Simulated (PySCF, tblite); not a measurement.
**Si₄H₈F₂: geometry, infrared bands and NMR shifts**

Wanted: the infrared bands and NMR shifts of Si₄H₈F₂ (`F[SiH2][SiH2][Si@H](F)[SiH3]`), by calculation.

The runs use tblite 0.8.0 and PySCF 2.14.0, with density-fitted response routines of our own; the level of theory stands in each step. All values are computed, except where a source is named. Atoms are numbered from 0 throughout.

**1. The starting structure**

14 atoms, charge 0, multiplicity 1; geometry from: force field or distance geometry start.

Bonds of the start (Å): F0–Si1 1.60, Si1–Si2 2.31, Si2–Si3 2.29, Si3–F4 1.62, Si3–Si5 2.29, Si1–H6 1.48, Si1–H7 1.47, Si2–H8 1.50, Si2–H9 1.49, Si3–H10 1.48, Si5–H11 1.49, Si5–H12 1.48, Si5–H13 1.48.

**2. Relaxing the molecule with GFN2-xTB**

The job: settings as JSON, then the geometry in Å.

```
{"job": {"kind": "relax", "xc": "GFN2-xTB", "basis": "xTB"}, "charge": 0, "multiplicity": 1}
F     -1.642800     1.801500     0.309600
Si    -2.252900     0.357100    -0.028000
Si    -0.749500    -1.266700     0.646600
Si     1.107800    -0.847800    -0.631400
F      2.194800    -2.014700    -0.369700
Si     1.949300     1.191800    -0.010600
H     -3.544900     0.203100     0.686800
H     -2.479100     0.267900    -1.478200
H     -1.303000    -2.627400     0.367300
H     -0.466000    -1.182700     2.108400
H      0.750000    -0.871800    -2.072100
H      2.088400     1.282700     1.472100
H      3.284800     1.424600    -0.612400
H      1.062500     2.281600    -0.475400
```

The run is started by

```bash
$ OMP_NUM_THREADS=1 python probes_run.py task.json out
```

The driver reads the jobs from task.json and runs them one after another.

**Question.** This job is followed by: GFN2-xTB harmonic vibrations, gas phase; GIAO PBE0/pcSseg-1 NMR shielding, non-relativistic, gas phase. Predict these results of the whole session: strongest single infrared mode (GFN2-xTB); zero-point energy (GFN2-xTB); 1H shifts against TMS (PBE0/pcSseg-1, means over atoms taken as alike); 19F shifts against CFCl3 (PBE0/pcSseg-1); 29Si shifts against TMS (PBE0/pcSseg-1).

**Answer**, as computed:

| quantity | value |
| --- | --- |
| strongest single infrared mode (GFN2-xTB) | 571 cm⁻¹, 821 km/mol |
| zero-point energy (GFN2-xTB) | 43.9 kcal/mol |
| 1H shifts against TMS (PBE0/pcSseg-1, means over atoms taken as alike) | 6.47, 5.70, 5.67, 3.70, 3.68, 3.64 ppm |
| 19F shifts against CFCl3 (PBE0/pcSseg-1) | -258.5, -262.8 ppm |
| 29Si shifts against TMS (PBE0/pcSseg-1) | 32.1, 14.8, -112.3, -122.4 ppm |

Over 111 steps the energy fell by 0.274 eV; of the close pairs, Si2–Si3 changed most, 2.293 to 2.331 Å. No mode is imaginary among the 36: a minimum at this level. The strongest single mode, at 571 cm⁻¹, moves mainly H10 and H8. Unscaled tight-binding wavenumbers are off by several per cent, some by more. Its intensities can rank the bands wrongly. At PBE0/pcSseg-1: The widest tensor belongs to Si3: span 238 ppm, with a paramagnetic part of -560 ppm.
